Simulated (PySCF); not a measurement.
# BiH3N (Bi(NH3)3+): the cost of one run

The runs use PySCF 2.14.0; several levels, as the steps say, no spin–orbit coupling.

1 further run of the same task is left out (for a known fault of the program).

## 1. Starting geometry

5 atoms, charge 3, spin multiplicity 1.

Bond lengths: Bi1–N2 2.318 Å, N2–H3 1.053 Å, N2–H4 1.053 Å, N2–H5 1.053 Å. Angles: Bi1–N2–H3 113.5°, Bi1–N2–H4 113.5°, Bi1–N2–H5 113.5°, H3–N2–H4 105.2°, H3–N2–H5 105.2°, H4–N2–H5 105.2°.

Geometry (Å):

```
atom    x (Å)    y (Å)    z (Å)
 Bi1   0.0000   0.0000  -0.1626
  N2   0.0000   0.0000   2.1554
  H3   0.9661   0.0000   2.5752
  H4  -0.4831   0.8367   2.5752
  H5  -0.4830  -0.8367   2.5752
```

Formal oxidation states: Bi +3. An earlier session relaxed this geometry at PBE0, Bi def2-SVP with ECP60, N def2-SVP, H def2-SVP (singlet, point group C3v).

At PBE0 on the finer grid: E = -269.555684 Eh, HOMO -29.27 eV, LUMO -23.43 eV, Mulliken charge on Bi1 +2.35 e, largest force component 0.006 eV/Å. 

Levels to run: M06-L; B3LYP; PBE0, TZVP. Hardware: 2 threads of Arm Neoverse N1, shared host.

## 2. M06-L

Contents of run.py (the lines that set the calculation):

```python
mol = gto.M(atom='''
Bi     0.00000     0.00000    -0.16258
N      0.00000     0.00000     2.15538
H      0.96610     0.00004     2.57520
H     -0.48308     0.83665     2.57520
H     -0.48302    -0.83669     2.57520''',
    basis={'Bi': 'def2-SVP', 'N': 'def2-SVP', 'H': 'def2-SVP'},
    ecp={'Bi': 'def2-SVP'},
    charge=3, spin=0)
mf = dft.RKS(mol, xc='M06L')
mf.grids.atom_grid = (75, 302)
mf = mf.density_fit()  # fitting sets: Bi def2-universal-JKFIT, N def2-universal-JKFIT, H def2-universal-JKFIT
mf.conv_tol = 1e-08; mf.max_cycle = 55
mf.kernel(dm0)  # dm0: the density of the relaxed state
```

Launch:

```sh
$ OMP_NUM_THREADS=2 python run.py
```

**Question.** How long does this run take on 2 threads of Arm Neoverse N1, shared host?

About 2.8 s.
